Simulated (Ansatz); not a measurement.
# CH7NOSSi: the cost of one run

Program: Ansatz 0.2.0, Gaussian basis. Level of theory: the settings change from run to run. These are calculated values, not measurements.

**1. The relaxed structure**

An earlier PBE0-D4 in a triple-zeta def2 set relaxation fixed the geometry.

12 atoms, charge 0, spin multiplicity 1.

Atoms are counted from 1 here; the program's logs count them from 0.

Bond lengths: C1–Si2 1.858 Å, C1–H6 1.093 Å, C1–H7 1.092 Å, C1–H8 1.094 Å, Si2–N3 1.711 Å, Si2–O4 1.645 Å, Si2–S5 2.143 Å, N3–H9 1.006 Å, N3–H10 1.007 Å, O4–H11 0.959 Å, S5–H12 1.343 Å. Angles: Si2–C1–H6 111.6°, Si2–C1–H7 109.8°, Si2–C1–H8 110.9°, H6–C1–H7 107.9°, H6–C1–H8 108.3°, H7–C1–H8 108.2°, C1–Si2–N3 107.3°, C1–Si2–O4 112.7°, C1–Si2–S5 111.9°, N3–Si2–O4 110.6°, N3–Si2–S5 114.2°, O4–Si2–S5 100.1°, Si2–N3–H9 120.4°, Si2–N3–H10 121.2°, H9–N3–H10 111.7°, Si2–O4–H11 115.0°, Si2–S5–H12 93.6°.

**2. PBE0-DH/aug-cc-pVTZ**

Set apart from the defaults: multiplicity 3, density fitting with def2-universal-jkfit.

in.yaml reads:

```yaml
crystal:
  periodic: [false, false, false]
  atoms:
    - {symbol: C, position_ang: [-1.271006, 0.723512, -0.392964]}
    - {symbol: Si, position_ang: [0.211689, -0.053048, 0.412750]}
    - {symbol: N, position_ang: [0.742385, -1.319040, -0.608944]}
    - {symbol: O, position_ang: [-0.111564, -0.624622, 1.920983]}
    - {symbol: S, position_ang: [1.721639, 1.395208, 0.876460]}
    - {symbol: H, position_ang: [-1.004799, 1.227944, -1.325103]}
    - {symbol: H, position_ang: [-1.709073, 1.465397, 0.277392]}
    - {symbol: H, position_ang: [-2.033628, -0.028468, -0.615102]}
    - {symbol: H, position_ang: [0.403761, -1.386061, -1.554242]}
    - {symbol: H, position_ang: [1.664354, -1.713335, -0.515657]}
    - {symbol: H, position_ang: [-0.380730, -1.543980, 1.956830]}
    - {symbol: H, position_ang: [1.844070, 1.801494, -0.398202]}
basis:
  gaussian: {orbitals: aug-cc-pVTZ, fitting: {mean_field: def2-universal-jkfit}}
magnetization: {spin_polarized: true, initial_magnetization: 2}
hamiltonian: {xc: {name: PBE0-DH}}
output: {forces: true}
```

Command:

```console
> ansatz run in.yaml --threads 4 --pin off --events-out ev --progress --plain --max-ram 10444MiB
```

**Question.** How long does this run take on 4 threads of Arm Neoverse V2, shared host, and how much memory does it need?

About 86 s, with a peak of 1.7 GiB.
